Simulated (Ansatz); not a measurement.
# BHOS₂: one structure at several levels

An exercise on one series of results from a longer session: the logs are not shown, and one member is left open.

Method: single points in def2-TZVPP; program: Ansatz 0.2.0, Gaussian basis.

Correlated methods freeze the cores. B3LYP uses VWN-RPA correlation.

### The starting structure

SMILES `SB1OS1`, 5 atoms, charge 0, spin multiplicity 1.

Atoms are counted from 1 here; the program's logs count them from 0.

Bond lengths: S1–B2 1.814 Å, S1–H5 1.508 Å, B2–O3 1.378 Å, B2–S4 1.730 Å, O3–S4 1.803 Å. Angles: B2–S1–H5 95.2°, S1–B2–O3 143.7°, S1–B2–S4 145.8°, O3–B2–S4 69.9°, B2–O3–S4 64.3°, B2–S4–O3 45.9°.

Geometry (Å):

```xyz
5
charge 0, multiplicity 1
S    -0.28830    1.24900   -0.93520
B     0.20760   -0.27710   -0.08910
O     1.14260   -1.28980   -0.08140
S    -0.00100   -1.26910    1.31230
H    -1.50180    1.49470   -0.07510
```

Set-up of the first run:

run/in.yaml

```yaml
crystal:
  periodic: [false, false, false]
  atoms:
    - {symbol: S, position_ang: [-0.288300, 1.249000, -0.935200]}
    - {symbol: B, position_ang: [0.207600, -0.277100, -0.089100]}
    - {symbol: O, position_ang: [1.142600, -1.289800, -0.081400]}
    - {symbol: S, position_ang: [-0.001000, -1.269100, 1.312300]}
    - {symbol: H, position_ang: [-1.501800, 1.494700, -0.075100]}
basis:
  gaussian: {orbitals: def2-TZVPP}
correlation: {method: ccsd_t}
output: {forces: true}
```

No record of the launch command was kept for these runs.

Among the steps run: CCSD(T)/def2-TZVPP; PBE0-D4/def2-TZVPP; wB97M-V/def2-TZVPP; r2SCAN-D4/def2-TZVPP; PBE-D4/def2-TZVPP; r2SCANh-D4/def2-TZVPP; B3LYP-D4/def2-TZVPP.

One of the session's tables, all rows but one given; the rest of the session is left out.

| method | RMS force component (eV/Å) | angle to CCSD(T) forces (°) | dipole (D) |
| --- | --- | --- | --- |
| CCSD(T) | 1.159 | reference | 2.30 |
| PBE0-D4 | 1.132 | 15.4 | 2.36 |
| wB97M-V | ? | ? | ? |
| r2SCAN-D4 | 1.105 | 6.5 | 2.30 |
| PBE-D4 | 1.058 | 6.0 | 2.23 |
| r2SCANh-D4 | 1.132 | 12.0 | 2.34 |
| B3LYP-D4 | 1.126 | 7.4 | 2.36 |

Estimate the missing values for wB97M-V.

**Answer.** RMS force component (eV/Å): 1.162; angle to CCSD(T) forces (°): 14.4; dipole (D): 2.38. In the column «RMS force component (eV/Å)» it is the highest.
